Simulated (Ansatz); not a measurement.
## CH4AlClS, SMILES [CH3][Al]([SH])[Cl]: a ladder of methods at one geometry, step by step

Computed with Ansatz 0.2.0, Python API.

Interactive session:
```pycon
>>> import ansatz as az
>>> from ase import Atoms
>>> atoms = Atoms(["C", "Al", "S", "Cl", "H", "H", "H", "H"], positions=[
...     [-0.2254, 1.216, -0.2366],
...     [-0.2576, -0.73, -0.1519],
...     [0.3846, -1.7585, 1.7375],
...     [-0.8012, -1.9142, -1.905],
...     [-1.304, 1.6026, -0.4746],
...     [0.0711, 1.6969, 0.7172],
...     [0.429, 1.5994, -1.0571],
...     [1.7956, -1.7694, 1.3147],
... ])
>>> geometry = az.Crystal.molecule_from_ase(atoms)
>>> job = geometry.calculation().basis(gaussian="cc-pVDZ")
>>> methods = ["mp2", "ccsd", "ccsd_t"]
>>> reports = [job.correlation(m).run(threads=1).report for m in methods]
>>> print(f"Hartree-Fock reference {reports[0]['reference_energy_ev'] / 27.211386246:.6f} Ha")
Hartree-Fock reference -1139.265694 Ha
>>> best = reports[-1]["free_energy_ev"] - reports[-1]["reference_energy_ev"]
>>> for method, each in zip(methods, reports):
...     gained = each["free_energy_ev"] - each["reference_energy_ev"]
...     print(f"{method:8s} total {each['free_energy_ev'] / 27.211386246:.6f} Ha  correlation {gained:9.4f} eV  ({100 * gained / best:.1f} % of the last)")
...
mp2      total -1139.740646 Ha  correlation  -12.9241 eV  (88.1 % of the last)
ccsd     total -1139.790927 Ha  correlation  -14.2923 eV  (97.4 % of the last)
ccsd_t   total -1139.804773 Ha  correlation  -14.6691 eV  (100.0 % of the last)
```

Notes:
- Total energies depend on the basis set; only differences at equal settings carry meaning.
- The geometry is a force-field or estimated start, not a minimum of this method, and the basis set is short of its limit. A lower total doesn't mark the better method: functionals have no common bound, and MP2 and coupled cluster aren't variational.
- Inner cores stay frozen, so this is valence correlation.
- For Al to Cl the sets with a tight d function, cc-pV(X+d)Z, are usual.
- Wall time of the script: 8.1 s on 1 thread of Arm Neoverse V2, on a shared host, peak memory 0.33 GiB.
